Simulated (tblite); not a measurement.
# C6H10BClO: the cost of one run

Computed with tblite 0.8.0 and PySCF 2.14.0, with density-fitted response routines of our own, on a single molecule in the gas phase. Atoms count from 0, in the outputs and in this text.

## (1) The molecule as given

19 atoms, charge 0, multiplicity 1; geometry from: force field or distance geometry start.

Bonds of the start (Å): C0–C1 1.48, C1–C2 1.20, C2–B3 1.56, B3–C4 1.58, C4–C5 1.51, C5–Cl6 1.76, C4–O7 1.36, O7–C8 1.38, C0–H9 1.11, C0–H10 1.10, C0–H11 1.12, B3–H12 1.22, C4–H13 1.13, C5–H14 1.11, C5–H15 1.12, C8–H16 1.08, C8–H17 1.13, C8–H18 1.14.

## (2) Optimising the geometry with GFN2-xTB

The job: settings as JSON, then the geometry in Å.

```
{"job": {"kind": "relax", "xc": "GFN2-xTB", "basis": "xTB"}, "charge": 0, "multiplicity": 1}
C      4.075700    -0.084500    -0.710900
C      2.698200    -0.221500    -0.200900
C      1.597100    -0.346300     0.257400
B      0.155900    -0.472100     0.837500
C     -1.088500     0.016200    -0.003400
C     -0.869900     1.398400    -0.581100
Cl    -2.213500     2.004800    -1.542500
O     -2.184100    -0.087300     0.801200
C     -3.150400    -0.986900     0.415500
H      3.975700     0.057900    -1.802800
H      4.718500    -0.935200    -0.460700
H      4.554200     0.824500    -0.258100
H      0.018600    -0.397800     2.047700
H     -1.138500    -0.665100    -0.899700
H      0.045100     1.462600    -1.212800
H     -0.694500     2.067100     0.300100
H     -2.842300    -2.023300     0.334100
H     -3.700000    -0.660900    -0.518000
H     -3.967200    -0.941500     1.205200
```

Run with:

```bash
> OMP_NUM_THREADS=1 python probes_run.py task.json out
```

The driver reads the jobs from task.json and runs them one after another.

**Question.** How long does this first job take on 1 thread of Intel Xeon at 2.70GHz, shared host, and how much memory does it need?

About 2.4 s, with a peak of 0.18 GiB.
